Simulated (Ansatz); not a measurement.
Predict the output of the script below (the Ansatz DFT code, driven from Python).

Contents of `clh8nsi3.xyz`:
```text
13

N    -1.39840    1.41230    0.23640
Si   -0.13290    0.50210   -0.32640
Si    1.52100    0.21240    1.24090
Si   -0.63240   -1.66720   -0.89310
Cl    0.60690    1.48420   -1.98600
H    -1.11900    2.41880    0.41780
H    -2.09490    1.56710   -0.52840
H     1.08070   -0.52030    2.42780
H     2.05320    1.55260    1.76250
H     2.69650   -0.54380    0.69470
H    -1.79460   -1.66770   -1.89550
H    -1.18520   -2.40670    0.32010
H     0.41960   -2.37840   -1.45600
```

`energy.py`
```python
# -*- coding: utf-8 -*-
"""Single point of ClH8NSi3 in a Gaussian basis."""

import logging
import sys

import ansatz as az

logging.basicConfig(stream=sys.stdout, format="%(name)s: %(message)s")
log = logging.getLogger("calc")
log.setLevel(logging.INFO)

geometry = az.Crystal.molecule_from_extxyz("clh8nsi3.xyz")

calc = (
    geometry.calculation()
    .basis(gaussian="6-31G")
    .functional("b3lyp")
    .scf(lower_state_search="standard")
)
print(calc.to_yaml())
try:
    data = calc.run(threads=1, pin="off").report
except az.AnsatzError as error:
    sys.exit(f"{type(error).__name__}: {error}")

log.info(f"E = {data['free_energy_ev']:.6f} eV = {data['free_energy_ev'] / 27.211386246:.7f} Ha")
print("converged:", data["converged"], " doubts:", data["published_state_doubts"] or "none")

state = data["mean_field"]["state"]
log.info(f"mean field: {state['energy']['hartree']:.7f} Ha, <S^2> = {abs(state['spin_squared']):.4f}, stability: {state.get('stability', {}).get('kind')}")
```

```console
$ python energy.py
crystal:
  periodic: [false, false, false]
  atoms:
    - { symbol: "N", position_ang: [-1.3984, 1.4123, 0.2364] }
    - { symbol: Si, position_ang: [-0.1329, 0.5021, -0.3264] }
    - { symbol: Si, position_ang: [1.521, 0.2124, 1.2409] }
    - { symbol: Si, position_ang: [-0.6324, -1.6672, -0.8931] }
    - { symbol: Cl, position_ang: [0.6069, 1.4842, -1.986] }
    - { symbol: H, position_ang: [-1.119, 2.4188, 0.4178] }
    - { symbol: H, position_ang: [-2.0949, 1.5671, -0.5284] }
    - { symbol: H, position_ang: [1.0807, -0.5203, 2.4278] }
    - { symbol: H, position_ang: [2.0532, 1.5526, 1.7625] }
    - { symbol: H, position_ang: [2.6965, -0.5438, 0.6947] }
    - { symbol: H, position_ang: [-1.7946, -1.6677, -1.8955] }
    - { symbol: H, position_ang: [-1.1852, -2.4067, 0.3201] }
    - { symbol: H, position_ang: [0.4196, -2.3784, -1.456] }
basis:
  gaussian:
    orbitals: "6-31G"
hamiltonian:
  xc: b3lyp
scf:
  lower_state_search: standard

calc: E = -37773.359942 eV = -1388.1453742 Ha
converged: True  doubts: none
calc: mean field: -1388.1453742 Ha, <S^2> = 0.0000, stability: minimum
```

Notes:
- The settings weren't tested for convergence.
- The geometry is a force-field or estimated start, not a minimum of this method, and the basis set is short of its limit.
- b3lyp holds the VWN-RPA fit, as in Gaussian; the form of ORCA and Turbomole is b3lyp5.
- Finished in 3.9 s on 1 thread of Arm Neoverse V2, with other jobs on the host, peak memory 0.24 GiB.

(A comment or docstring line of the script was reworded after the run, the code is as it ran; lines on the test bed's own set-up are left out of the output.)
